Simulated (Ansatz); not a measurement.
# Ta3AsAu2O13 (P-6) in Ansatz: further runs

One crystal, Ta3AsAu2O13, is run at these levels: PBE, PBEsol+D3(BJ); tasks: electron localisation function, relaxation of cell and atoms.

All numbers are computed with Ansatz 0.2.0; they aren't measurements. Logs are shortened: lines on timing, memory, paths and dates and some standing lists are left out, and cuts for length are marked.

### 1 The crystal as given

It takes space group P-6 (No. 174, hexagonal). The conventional cell has a = 5.452 Å, b = 5.452 Å, c = 9.579 Å, α = 90.00°, β = 90.00°, γ = 120.00°. Around Ta (site symmetry 3) lie 4 O at 1.86 to 2.04 Å. Ta (site symmetry -6) is surrounded by 6 O at 2.05 Å. As (site symmetry -6) has 6 O at 1.91 Å as nearest neighbours. Around Au (site symmetry 3) lie 6 O at 2.15 to 2.34 Å. Around O (site symmetry -6) lie 2 Ta at 1.86 Å. O (site symmetry 1) is surrounded by 1 As at 1.91 Å and 1 Ta at 2.14 Å and 1 Au at 2.15 Å. O (site symmetry 1) is surrounded by 2 Ta at 2.04 to 2.05 Å and 1 Au at 2.34 Å.

The cell was built by a generator and needn't be a form met in nature.

### 2 Electron localisation function, PBE

Input file input.yaml:

```yaml
crystal:
  lattice:
    - [5.45204, 0.0, 0.0]
    - [-2.72602, 4.72161, 0.0]
    - [0.0, 0.0, 9.57902]
  atoms:
    - { symbol: Ta, position: [0.0, 0.0, 0.19408] }
    - { symbol: Ta, position: [0.0, 0.0, 0.80592] }
    - { symbol: Ta, position: [0.66667, 0.33333, 0.0] }
    - { symbol: As, position: [0.0, 0.0, 0.5] }
    - { symbol: Au, position: [0.33333, 0.66667, 0.27428] }
    - { symbol: Au, position: [0.33333, 0.66667, 0.72572] }
    - { symbol: O, position: [0.0, 0.0, 0.0] }
    - { symbol: O, position: [0.23947, 0.97129, 0.36402] }
    - { symbol: O, position: [0.02871, 0.26818, 0.36402] }
    - { symbol: O, position: [0.73182, 0.76053, 0.36402] }
    - { symbol: O, position: [0.23947, 0.97129, 0.63598] }
    - { symbol: O, position: [0.02871, 0.26818, 0.63598] }
    - { symbol: O, position: [0.73182, 0.76053, 0.63598] }
    - { symbol: O, position: [0.38452, 0.33425, 0.85844] }
    - { symbol: O, position: [0.66575, 0.05026, 0.85844] }
    - { symbol: O, position: [0.94974, 0.61548, 0.85844] }
    - { symbol: O, position: [0.38452, 0.33425, 0.14156] }
    - { symbol: O, position: [0.66575, 0.05026, 0.14156] }
    - { symbol: O, position: [0.94974, 0.61548, 0.14156] }
hamiltonian:
  xc: pbe
  pseudopotentials: { kind: paw }
kpoints:
  mp_grid: { grid: [6, 6, 3] }
scf:
  occupations: { method: fermi_dirac, width: 0.05 }
output:
  forces: true
  stress: true
  eigenvalues: true
  write_density: true
  write_potential: true
  elf: true
  volumetric_format: npy
```

Potentials or basis: Ansatz PAW.

Launch:

```bash
> ansatz run input.yaml --threads 8 --pin off --max-ram 20480MiB --backend cpu --events-out ev --progress --plain --runs-dir out
```

Output:

```text
Warning: the atoms were moved onto the symmetric positions of the space group found under crystal.symmetry.tolerance 1.0e-5 (fractional; no operation is sought that the atoms, as they stand in a round, miss by more than twice it, and no atom is moved by as much as it), and the run uses the moved positions. Before a round's move an operation carried an atom to 6.89e-5 Å from where it should land, the largest such distance. Atom 2 (counting from 0) moved farthest, by 3.15e-5 Å; the longest move in fractions of the cell, of whichever atom, is 0.47 of the tolerance, in 1 round. To run the atoms as typed, lower crystal.symmetry.tolerance until the operations that they miss are no longer found, or set crystal.symmetry.detect: false (a key that needs symmetry detection or time reversal refuses this as the deck is read). The positions used, in the order of the run's atom list: position: [-2.818491544076844e-17, 1.1686513573267582e-17, 0.19408]; position: [-2.818491544076844e-17, 1.1686513573267582e-17, 0.80592]; position: [0.6666666666666666, 0.33333333333333337, 0.0]; position: [-2.818491544076844e-17, 1.1686513573267582e-17, 0.5]; position: [0.3333333333333333, 0.6666666666666666, 0.27428]; position: [0.3333333333333333, 0.6666666666666666, 0.72572]; position: [-2.818491544076844e-17, 1.1686513573267582e-17, 0.0]; position: [0.23946999999999993, 0.97129, 0.36402]; position: [0.02870999999999998, 0.26818, 0.36402]; position: [0.73182, 0.76053, 0.36402]; position: [0.23946999999999993, 0.97129, 0.63598]; position: [0.02870999999999998, 0.26818, 0.63598]; position: [0.73182, 0.76053, 0.63598]; position: [0.3845166666666666, 0.33425333333333335, 0.85844]; position: [0.6657466666666667, 0.05026333333333335, 0.85844]; position: [0.9497366666666667, 0.6154833333333334, 0.85844]; position: [0.3845166666666666, 0.33425333333333335, 0.14156]; position: [0.6657466666666667, 0.05026333333333335, 0.14156]; position: [0.9497366666666667, 0.6154833333333334, 0.14156]; The lattice was moved too: crystal.lattice keeps the space group found at crystal.symmetry.tolerance 1.0e-5 only nearly: the operation that it misses by the most changes a squared length by the fraction 1.78e-6. The run uses the lattice that is a stretch of the typed one, with no rotation, onto the one that keeps every operation to a double's rounding (on a very oblique basis the stretch itself rounds by more); the deck's lattice vector that moved farthest moved by 2.80e-6 Å. To run the lattice as typed, set crystal.symmetry.tolerance under 1.78e-6, the least fraction by which an operation that the lattice misses changes a squared length (the same key also sets how far an atom may lie from its image, so lowering it can lose operations that the atoms keep only within it), or set crystal.symmetry.detect: false, as for the atoms. crystal.lattice made exact, in Å and degrees: [[5.4520428045091505, 0.0, 0.0], [-2.7260214022545752, 4.72160757122508, 0.0], [0.0, 0.0, 9.57902]]. Pasted over the deck's crystal.lattice, beside positions in fractional coordinates, it runs the same cell (given as lengths and angles, that cell in the form's own orientation, a rigid turn of the misfit's size from the one run here, for which a checkpoint.post_process_only pass over this run's state can be refused: where this run relaxes nothing, give such a pass this deck's own crystal.lattice, as typed; behind a relaxation, as crystal.lattice, the state's own cell, identity.cell in its checkpoint.json), and a matrix so pasted ends this notice, except on a very skew basis of the lattice, where the rounding of the pasted numbers themselves can read as a misfit: the cell is then moved again, and that move is told again. The lattice as run is in this notice's lattice.as_run_ang field (Run.prep()["deck_notices"] in Python, the deck_notice line of an events file, deck_notices of ansatz run --dry-run=json, or deck_notices in record.json in the deck's checkpoint.write directory).
Warning: RAYON_NUM_THREADS=8 ignored (pool sized by the plan → 8); use --threads N
Engine: ansatz 0.2.0, x86_64-unknown-linux-gnu
Pseudopotentials: kind: paw
Pseudopotential: Ta, paw, valence charge 13, recommended cutoff 420 eV (normal), Ta.paw.azcp
Pseudopotential: As, paw, valence charge 15, recommended cutoff 420 eV (normal), As.paw.azcp
Pseudopotential: Au, paw, valence charge 19, recommended cutoff 420 eV (normal), Au.paw.azcp
Pseudopotential: O, paw, valence charge 6, recommended cutoff 420 eV (normal), O.paw.azcp
Functional definition: PBE
  parameter kappa = 0.804
  parameter beta = 0.06672455060314922
  exchange = pbe_x(kappa = kappa, mu = beta*pi^2/3)
  correlation = pbe_c(beta = beta)
Crystal: 19 atoms, lattice volume = 246.587 Å³
Basis set: ecut = 420 eV, 4815 PW (Γ), exchange–correlation on 80×80×144 points (8 copies of the dense FFT grid, shifted against one another)
Bands: 104, of which v1, the nominal top of the filled ones, is band 85 counted from 1 (84 counted from 0)
Symmetry: 6 space group operations
Space group: P-6 (ITA 174), of the structure as read, at distance tolerance 6.3e-5 Å
k-points: 16 of 108 (time reversal used)
Non-local potential: Ta, projectors of the file, l = 0: 3, l = 1: 2, l = 2: 2, l = 3: 1
Non-local potential: As, projectors of the file, l = 0: 2, l = 1: 2, l = 2: 3, l = 3: 1
Non-local potential: Au, projectors of the file, l = 0: 3, l = 1: 2, l = 2: 2, l = 3: 1
Non-local potential: O, projectors of the file, l = 0: 2, l = 1: 2, l = 2: 1
PAW form: soft (Blöchl's): semilocal exchange-correlation on the pseudo side does not see the compensation charge
PAW one-centre angular grid: Ta, 590 points (default); XC on 64 Gauss nodes
PAW one-centre angular grid: As, 590 points (default); XC on 64 Gauss nodes
PAW one-centre angular grid: Au, 590 points (default); XC on 64 Gauss nodes
PAW one-centre angular grid: O, 110 points (default); XC on 64 Gauss nodes
Initial density: superposition of atomic densities (neutral atoms: chi_scale 0, normalization atom), corrected by the library's trained network
Initial wavefunctions: pseudopotential atomic-orbital guess
Functional: x = pbe(κ = 0.804, μ = 0.2195149727645171), c = pbe(β = 0.06672455060314922)
SCF iter   1: F=—  HF=-68322.303041 eV  |F-HF|=—  |Δ(HF+E_count)|=         —  Δρ=1.16e-2  dr2=9.84e-1  ethr=1.77e-3  ⟨swp⟩=6.0  Hψ=5781  notcnv=0  defer=129
preconditioner: auto → LDOS  [metal: Δε(μ)=0.004 eV  Ē_g=10.905 eV  σ=0.050 eV  W_gap=0.02  n_scr=66 (ndim 8)  ℏωp=25.9 eV  f_vac=0.143  D(μ)=18.03/eV (n_scr^D=208)  β→1.0]
SCF iter   2: F=—  HF=-68322.232140 eV  |F-HF|=—  |Δ(HF+E_count)|=   7.09e-2  Δρ=8.06e-3  dr2=3.59e-1  ethr=5.79e-4  ⟨swp⟩=2.0  Hψ=2015  notcnv=0  defer=170
SCF iter   3: F=—  HF=-68322.207286 eV  |F-HF|=—  |Δ(HF+E_count)|=   2.49e-2  Δρ=3.93e-3  dr2=9.64e-2  ethr=2.11e-4  ⟨swp⟩=2.0  Hψ=1596  notcnv=0  defer=170
SCF iter   4: F=—  HF=-68322.194705 eV  |F-HF|=—  |Δ(HF+E_count)|=   1.26e-2  Δρ=1.38e-3  dr2=4.94e-3  ethr=5.67e-5  ⟨swp⟩=2.0  Hψ=2677  notcnv=0  defer=170
SCF iter   5: F=—  HF=-68322.194355 eV  |F-HF|=—  |Δ(HF+E_count)|=   3.50e-4  Δρ=5.38e-4  dr2=7.99e-4  ethr=2.91e-6  ⟨swp⟩=2.0  Hψ=2676  notcnv=0  defer=170
SCF iter   6: F=—  HF=-68322.194320 eV  |F-HF|=—  |Δ(HF+E_count)|=   3.51e-5  Δρ=2.88e-4  dr2=2.94e-4  ethr=4.70e-7  ⟨swp⟩=2.0  Hψ=2185  notcnv=0  defer=170
SCF iter   7: F=—  HF=-68322.194282 eV  |F-HF|=—  |Δ(HF+E_count)|=   3.84e-5  Δρ=2.04e-4  dr2=1.59e-4  ethr=1.73e-7  ⟨swp⟩=2.0  Hψ=1525  notcnv=0  defer=170
SCF iter   8: F=—  HF=-68322.194260 eV  |F-HF|=—  |Δ(HF+E_count)|=   2.16e-5  Δρ=1.49e-4  dr2=8.20e-5  ethr=9.38e-8  ⟨swp⟩=1.0  Hψ=1494  notcnv=0  defer=170
SCF iter   9: F=—  HF=-68322.194711 eV  |F-HF|=—  |Δ(HF+E_count)|=   4.51e-4  Δρ=5.09e-5  dr2=7.84e-6  ethr=4.83e-8  ⟨swp⟩=2.4  Hψ=2757  notcnv=0  defer=170
SCF iter  10: F=—  HF=-68322.194710 eV  |F-HF|=—  |Δ(HF+E_count)|=   1.48e-6  Δρ=1.37e-5  dr2=4.46e-7  ethr=4.61e-9  ⟨swp⟩=2.0  Hψ=2683  notcnv=0  defer=170
SCF iter  11: F=-68322.194709 eV  HF=-68322.194710 eV  |F-HF|=2.13e-8  |Δ(HF+E_count)|=   7.70e-8  Δρ=4.11e-6  dr2=3.80e-8  ethr=5.88e-11  ⟨swp⟩=17.6  Hψ=13700  notcnv=0
SCF 1 converged in 11 iterations: F = -68322.194709 eV  dr2 = 3.80e-8
SCF converged after 11 iterations
Free energy (F): -68322.194709 eV
Harris-Foulkes:  -68322.194710 eV  (|F-HF|=2.13e-8)
Internal energy: -68322.055569 eV  (E = F + TS)
E sigma→0 (E₀):  -68322.125139 eV
Entropy (-TS):   -0.139141 eV (-7.323 meV/atom)
Fermi energy:    9.115999 eV
--- Per-component energies (eV) ---
  E_band       = -1798.797749
  E_kinetic    = 4656.140060
  E_local      = -15491.275954  (includes V_loc(G=0)·N_el)
  E_nonlocal   = 154.883974
  E_hartree    = 6313.164785
  E_xc         = -2135.373527
  E_vxc        = -2446.979278  (∫ρ·V_xc dr)
  E_paw        = -48495.112194  (= ΣΔE_a)
  E_vpaw       = -1297.940841  (= ΣTr[D̂ρ^β])
  E_aug_tail   = 0.034602  (compensation charges beyond the density's cutoff)
  E_ewald      = -13324.517314
  E_smearing   = -0.139141  (= −TS)
  E_closure    = 0.000000  (closes the sum)
  Σ components = -68322.194709   (vs F -68322.194709, Δ=0.00e0)
--- Forces (eV/Å), atoms counted from 1 ---
  atom   1  Ta    -0.00000000     0.00000000     0.19921852
  atom   2  Ta    -0.00000000     0.00000000    -0.19921852
  atom   3  Ta    -0.00000000     0.00000000     0.00000000
  atom   4  As     0.00000000     0.00000000     0.00000000
  atom   5  Au     0.00000000     0.00000000     0.04519801
  atom   6  Au     0.00000000     0.00000000    -0.04519801
[... 11 lines left out ...]
  atom  18  O      0.03817329    -0.00452579    -0.03787211
  atom  19  O     -0.01516719     0.03532194    -0.03787211
  max |Σ_I F_I| component: 1.11e-16 eV/Å
--- Stress (GPa, compression-positive) ---
       -0.179883       0.000000       0.000000
       -0.000000      -0.179883       0.000000
        0.000000       0.000000      -0.156982
  P = ⅓ Tr σ = -0.1722 GPa (-1.722 kbar)
--- Band table (eV; the first three rows and the last of 16) ---
  k-point 0: bands = ["-96.2854", "-96.2854", "-59.9606", "-59.4037", "-59.4031", "-47.7961", "-47.7961", "-47.7961", "-47.7961", "-47.5711", "-47.5710", "-28.0547", "-28.0547", "-28.0520", "-28.0520", "-28.0293", "-26.4575", "-26.4575", "-26.3134", "-26.0957", "-25.9875", "-25.9608", "-25.9608", "-25.9597", "-25.9597", "-11.2361", "-10.0155", "-9.5269", "-8.9569", "-8.9569", "-8.5269", "-8.4862", "-8.4617", "-8.4617", "-8.3212", "-8.3212", "-8.2843", "-8.2843", "-1.4428", "1.4574", "2.5944", "2.5944", "3.0706", "3.0706", "3.2854", "3.3584", "3.3584", "3.3804", "3.7982", "3.8729", "3.8729", "3.8945", "3.8945", "4.2786", "4.2786", "4.4414", "4.4414", "4.7100", "4.8334", "5.0323", "5.0323", "5.1504", "5.5620", "5.5620", "5.6075", "5.9581", "6.1023", "6.4733", "6.4733", "6.7097", "6.7097", "6.9357", "7.1267", "7.1267", "7.2068", "7.4118", "7.4118", "7.5794", "7.7256", "7.9320", "7.9320", "7.9584", "7.9584", "9.1330", "9.1330", "9.2995", "9.2995", "10.2215", "11.6111", "11.6111", "12.3785", "12.3863", "12.3863", "13.3399", "13.5809", "13.5989", "13.5989", "14.1509", "15.0710", "15.0710", "15.2118", "15.2118", "15.6409", "15.7041"]
[... 3 lines left out ...]
```

Run time: 3.8 s. Hardware: 8 threads of AMD EPYC 9R45 (Zen 5), shared host; peak memory 1.5 GiB.

Results:

| Item | Value |
| --- | --- |
| Free energy | -68322.1947 eV |
| Pressure | -0.2 GPa |
| Largest force | 0.201 eV/Å |
| Band gap on the k mesh | none (metal or under the smearing width) |

Forces on the atoms (eV/Å):
```
Ta   0.000  0.000  0.199
Ta   0.000  0.000 -0.199
Ta   0.000  0.000  0.000
As   0.000  0.000  0.000
Au   0.000  0.000  0.045
Au   0.000  0.000 -0.045
O    0.000  0.000  0.000
O    0.139 -0.140  0.039
O    0.052  0.190  0.039
O   -0.190 -0.050  0.039
O    0.139 -0.140 -0.039
O    0.052  0.190 -0.039
O   -0.190 -0.050 -0.039
O   -0.023 -0.031  0.038
O    0.038 -0.005  0.038
O   -0.015  0.035  0.038
O   -0.023 -0.031 -0.038
O    0.038 -0.005 -0.038
O   -0.015  0.035 -0.038
```

Caveat: the pressure holds a Pulay correction of +0.7 GPa for the finite cutoff.

### 3 Relaxation of cell and atoms, PBEsol+D3(BJ)

Changes to input.yaml since step 2:

```diff
@@ -26,6 +26,7 @@
 hamiltonian:
-  xc: pbe
+  xc: pbesol
   pseudopotentials: { kind: paw }
+  dispersion: d3bj
 kpoints:
-  mp_grid: { grid: [6, 6, 3] }
+  mp_grid: { grid: [4, 4, 2] }
 scf:
@@ -40 +41,5 @@
   volumetric_format: npy
+relax:
+  f_tol: 0.01
+  max_steps: 40
+  cell: { stress_tol: 0.05 }
```

Potentials or basis: Ansatz PAW.

Launch:

```bash
> ansatz run input.yaml --threads 8 --pin off --max-ram 20480MiB --backend cpu --events-out ev --progress --plain --runs-dir out
```

It took 22 s on 8 threads of AMD EPYC 9R45 (Zen 5), shared host; peak memory 1.2 GiB.

The run converged. Its results:

```yaml
Free_energy: -67535.4481 eV
Relaxed_volume: 12.22 Å³/atom
Relaxed_cell: a = 5.328 Å, b = 5.328 Å, c = 9.441 Å, α = 90.00°, β = 90.00°, γ = 120.00°
Space_group_after_relaxing_to_0.05_Å: P-6 (No. 174)
Energy_gained_by_relaxing: 21.4 meV/atom
Ionic_steps: 12
Pressure_after_relaxing: 0.0 GPa
Largest_force_after_relaxing: 0.007 eV/Å
Band_gap_on_the_k_mesh: none (metal or under the smearing width)
```

Forces in eV/Å, atoms in the order of the input:
```
Ta   0.000  0.000 -0.002
Ta   0.000  0.000  0.002
Ta   0.000  0.000  0.000
As   0.000  0.000  0.000
Au   0.000  0.000  0.002
Au   0.000  0.000 -0.002
O    0.000  0.000  0.000
O    0.001 -0.001 -0.002
O    0.000  0.002 -0.002
O   -0.002 -0.001 -0.002
O    0.001 -0.001  0.002
O    0.000  0.002  0.002
O   -0.002 -0.001  0.002
O    0.005  0.002 -0.003
O   -0.004  0.004 -0.003
O   -0.001 -0.006 -0.003
O    0.005  0.002  0.003
O   -0.004  0.004  0.003
O   -0.001 -0.006  0.003
```

The path:
```
step  energy change (eV)  largest force (eV/Å)  volume (Å³)
   1              0.0000                0.2841       246.59
   2             -0.4287                0.2181       231.87
   3             -0.4453                0.1107       232.33
   4             -0.4502                0.1043       232.32
   5             -0.4513                0.0542       232.46
   6             -0.4512                0.0281       232.72
   7             -0.4506                0.0433       232.90
   8             -0.4507                0.0014       232.89
   9             -0.4057                0.0026       232.89
  10             -0.4120                0.0189       231.53
  11             -0.4101                0.0068       232.11
  12             -0.4074                0.0067       232.11
```

Final structure:
```yaml
crystal:
  lattice:
    - [5.32801, 0.00000, 0.00000]
    - [-2.66400, 4.61419, 0.00000]
    - [0.00000, 0.00000, 9.44139]
  atoms:
    - { symbol: Ta, position: [0.00000, 0.00000, 0.19656] }
    - { symbol: Ta, position: [0.00000, 0.00000, 0.80344] }
    - { symbol: Ta, position: [0.66667, 0.33333, 0.00000] }
    - { symbol: As, position: [0.00000, 0.00000, 0.50000] }
    - { symbol: Au, position: [0.33333, 0.66667, 0.26904] }
    - { symbol: Au, position: [0.33333, 0.66667, 0.73096] }
    - { symbol: O, position: [0.00000, 0.00000, 0.00000] }
    - { symbol: O, position: [0.24368, 0.96843, 0.36500] }
    - { symbol: O, position: [0.03157, 0.27525, 0.36500] }
    - { symbol: O, position: [0.72475, 0.75632, 0.36500] }
    - { symbol: O, position: [0.24368, 0.96843, 0.63500] }
    - { symbol: O, position: [0.03157, 0.27525, 0.63500] }
    - { symbol: O, position: [0.72475, 0.75632, 0.63500] }
    - { symbol: O, position: [0.38664, 0.34315, 0.85802] }
    - { symbol: O, position: [0.65685, 0.04349, 0.85802] }
    - { symbol: O, position: [0.95651, 0.61336, 0.85802] }
    - { symbol: O, position: [0.38664, 0.34315, 0.14198] }
    - { symbol: O, position: [0.65685, 0.04349, 0.14198] }
    - { symbol: O, position: [0.95651, 0.61336, 0.14198] }
```

Levels at points of the mesh, in eV from the Fermi level:
```
             k point  band 83  band 84  band 85  band 86  band 87  band 88
  (0.00, 0.00, 0.00)    -1.45    -0.02    -0.02     0.20     0.20     1.08
 (0.00, 0.00, -0.50)    -1.40    -0.08    -0.08     0.27     0.27     1.53
 (0.00, -0.50, 0.00)    -1.08    -0.31    -0.04     0.05     0.29     1.91
(0.00, -0.50, -0.50)    -1.11    -0.19    -0.09    -0.04     0.28     2.17
```

Caveat: the plane-wave basis is chosen anew once the cell has moved, so the energies of steps on either side of that aren't comparable; the pressure holds a Pulay correction of +0.7 GPa for the finite cutoff; pairwise dispersion overbinds metals, which lowers pressure and volume; the PAW data sets come from PBE, with cores solved anew for the run's functional, which leaves a small shift of forces and pressure.
